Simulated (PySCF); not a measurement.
# C3H8OSi: the cost of one run

Programs: PySCF 2.14.0, with density-fitted response routines of our own. Each step states its level of theory. These are calculated values for one molecule in the gas phase, unless marked as measured. Atoms count from 0, in the outputs and in this text.

## (1) The molecule as given

13 atoms, charge 0, multiplicity 1; geometry from: GFN2-xTB. The atoms were then displaced at random by about 0.01 Å, so the start is not that level's minimum.

Bonds of the start (Å): C0–O1 1.40, O1–Si2 1.63, Si2–C3 1.82, C3–C4 1.55, C4–Si2 1.86, C0–H5 1.09, C0–H6 1.12, C0–H7 1.08, Si2–H8 1.44, C3–H9 1.10, C3–H10 1.10, C4–H11 1.06, C4–H12 1.11.

## (2) Geometry optimisation at PBE0-D3(BJ)/def2-SVP

The job: settings as JSON, then the geometry in Å.

```
{"job": {"xc": "PBE0", "basis": "def2-SVP", "d3": "d3bj", "grid": 1, "shake": 0.01, "kind": "geom"}, "charge": 0, "multiplicity": 1}
C      2.116170     1.003510     0.549380
O      1.006550     0.212770     0.890240
Si     0.067690    -0.708930    -0.076110
C     -1.648600    -0.864730     0.508020
C     -1.519250    -0.052450    -0.800990
H      2.505270     1.447480     1.463270
H      1.788240     1.844090    -0.106400
H      2.883950     0.456560     0.027350
H      0.809900    -1.742780    -0.752640
H     -2.043780    -0.324880     1.382390
H     -2.203610    -1.813470     0.409080
H     -1.952240    -0.485880    -1.665780
H     -1.804460     1.011810    -0.716710
```

Run with:

```console
> OMP_NUM_THREADS=1 python probes_run.py task.json out
```

The driver reads the jobs from task.json and runs them one after another.

**Question.** How long does this first job take on 1 thread of Arm Neoverse V1, shared host, and how much memory does it need?

About 27 s, with a peak of 0.47 GiB.
